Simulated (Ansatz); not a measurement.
# Cr (Chromium): the cost of one run

Program: the Python package of Ansatz 0.2.0. Level of theory: DFT PBE, all-electron LAPW. These are calculated values, not measurements.

## Step 1: The structure

Symmetry: Im-3m, No. 229, cubic system. The conventional cell has a = 2.884 Å, b = 2.884 Å, c = 2.884 Å, α = 90.00°, β = 90.00°, γ = 90.00°. Cr (site symmetry m-3m) is surrounded by 8 Cr at 2.50 Å.

The script holds or builds the structure itself.

## Step 2: Script

File eos_lapw.py:

```python
"""All-electron equation of state of Cr."""

import ansatz as az
from ase.eos import EquationOfState
from ase.units import GPa
import numpy as np

VECTORS = np.array([
    [-1.44195, 1.44195, 1.44195],
    [1.44195, -1.44195, 1.44195],
    [1.44195, 1.44195, -1.44195],
])
SITES = [
    ("Cr", (0.0, 0.0, 0.0), 2.1),
]


def crystal_on(cell):
    crystal = az.Crystal(lattice=az.Lattice.of(cell))
    for symbol, position, moment in SITES:
        crystal = crystal.atom(symbol, position, moment=moment or None)
    return crystal

volumes, energies = [], []
for scale in np.linspace(0.94, 1.06, 7):
    cell = VECTORS * scale ** (1 / 3)
    setup = (
        crystal_on(cell).calculation()
        .occupations("fermi_dirac", width=100 * az.meV)
        .spin("collinear")
        .functional("PBE")
        .kpoints(16, 16, 16)
        .pseudopotentials("all_electron", lapw=True)
    )
    report = setup.run(threads=1).report
    volumes.append(abs(np.linalg.det(cell)) / len(SITES))
    energies.append(report["free_energy_ev"] / len(SITES))
    print(f"{scale:.3f} {volumes[-1]:9.4f} A^3/atom {energies[-1]:16.5f} eV/atom  (estimated basis error {1000 * report['lapw_basis_errors']['total_ev_per_atom']:.2f} meV/atom)")
v0, e0, bulk = EquationOfState(volumes, energies, eos="birchmurnaghan").fit()
print(f"V0 = {v0:.4f} A^3/atom, B0 = {bulk / GPa:.1f} GPa")
```

## Step 3: The input behind the calls

The engine receives this input (first run):

```yaml
crystal:
  lattice:
    - [-1.412514189462404, 1.412514189462404, 1.412514189462404]
    - [1.412514189462404, -1.412514189462404, 1.412514189462404]
    - [1.412514189462404, 1.412514189462404, -1.412514189462404]
  atoms:
    - { symbol: Cr, position: [0.0, 0.0, 0.0], spin: 2.1 }
kpoints:
  mp_grid:
    grid: [16, 16, 16]
hamiltonian:
  xc: pbe
  pseudopotentials:
    kind: all_electron
    lapw: {}
magnetization:
  spin_polarized: true
scf:
  occupations:
    method: fermi_dirac
    width: 0.1
```

## Step 4: Launch

The run is started by

```bash
python eos_lapw.py
```

**Question.** How long does this script take on 1 thread of Intel Xeon 6975P-C (Granite Rapids), shared host, and how much memory does it need?

About 1.8 min, with a peak of 0.54 GiB.
